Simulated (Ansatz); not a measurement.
# ClFGeH2O: the cost of one run

Program: Ansatz 0.2.0. Level of theory: RKS PBE/def2-SVP. These are calculated values, not measurements.

### 1 The starting structure

Bond lengths: Ge1–O2 1.770 Å, O2–H3 1.010 Å, Ge1–Cl4 2.220 Å, Ge1–F5 1.679 Å, Ge1–H6 1.549 Å. Angles: Ge1–O2–H3 109.5°, O2–Ge1–Cl4 109.5°, O2–Ge1–F5 109.5°, O2–Ge1–H6 109.5°, Cl4–Ge1–F5 109.5°, Cl4–Ge1–H6 109.5°, F5–Ge1–H6 109.5°.

Structure file:

```xyz
6

Ge    0.0000    0.0000    0.0000
O     0.0000    0.0000    1.7700
H    -0.9095   -0.2814    2.1071
Cl    2.0935    0.0000   -0.7393
F    -0.7913    1.3709   -0.5594
H    -0.7300   -1.2648   -0.5162
```

### 2 Relaxing the start

The input, input.yaml:

```yaml
crystal:
  periodic: [false, false, false]
  atoms:
    - { symbol: Ge, position_ang: [0.0, 0.0, 0.0] }
    - { symbol: O, position_ang: [0.0, 0.0, 1.77] }
    - { symbol: H, position_ang: [-0.9095, -0.2814, 2.1071] }
    - { symbol: Cl, position_ang: [2.0935, 0.0, -0.7393] }
    - { symbol: F, position_ang: [-0.7913, 1.3709, -0.5594] }
    - { symbol: H, position_ang: [-0.73, -1.2648, -0.5162] }
basis:
  gaussian: { orbitals: def2-SVP }
hamiltonian:
  xc: pbe
relax:
  f_tol: 0.02
  max_steps: 40
```

On the command line:

```
$ ansatz run input.yaml --threads 1 --pin off --max-ram 2048MiB --backend cpu --events-out ev --progress --plain --runs-dir out
```

Q: Estimate wall time and peak memory on 1 thread of Intel Xeon 6975P-C (Granite Rapids), shared host.

About 41 s, with a peak of 0.16 GiB.
